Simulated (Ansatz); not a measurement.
The system is Hf2Pd2Se2Br2O3.

```
Hf Pd Se Br O
1.0
     3.72613    0.00000    0.00000
    -1.86306    3.22692    0.00000
     0.00000    0.00000   17.00867
Hf Pd Se Br O
2 2 2 2 3
Direct
  0.66667 0.33333 0.93385
  0.33333 0.66667 0.06615
  0.00000 0.00000 0.30298
  0.00000 0.00000 0.69702
  0.33333 0.66667 0.22649
  0.66667 0.33333 0.77351
  0.66667 0.33333 0.39862
  0.33333 0.66667 0.60138
  0.33333 0.66667 0.92689
  0.66667 0.33333 0.07311
  0.00000 0.00000 0.00000
```

The cell was built by a generator and needn't be a form met in nature.

Base run:

| Item | Value |
| --- | --- |
| Program | Ansatz 0.2.0 |
| Functional | PBE |
| Potentials or basis | Ansatz PAW |
| Cutoff | 420 eV |
| Density cutoff | 1680 eV |
| k mesh | 8 × 8 × 2 |
| Occupations | fermi-dirac, width 0.05 eV |
| Spin | no spin polarisation |

Its results: band gap on the k mesh none (metal or under the smearing width); pressure 0.0 GPa; largest force 0.053 eV/Å.

Problem. The run is repeated on the same cell with these changes: hubbard terms from none to Hf d U = 6 eV, Pd d U = 6 eV; hubbard projectors from none to ortho-atomic (the default). What comes out?

Solution. Band gap on the k mesh none (metal or under the smearing width); pressure 3.6 GPa; largest force 1.365 eV/Å.

Caveats: this functional lacks dispersion, which binds the layers, so the pressure and a relaxed spacing across them are unreliable; U without spin polarisation on a metal has little footing (some runs); forces of over 1 eV/Å show positions far from the minimum, so gaps and moduli don't describe the material at rest (some runs).

Not every run made on this cell is shown here.
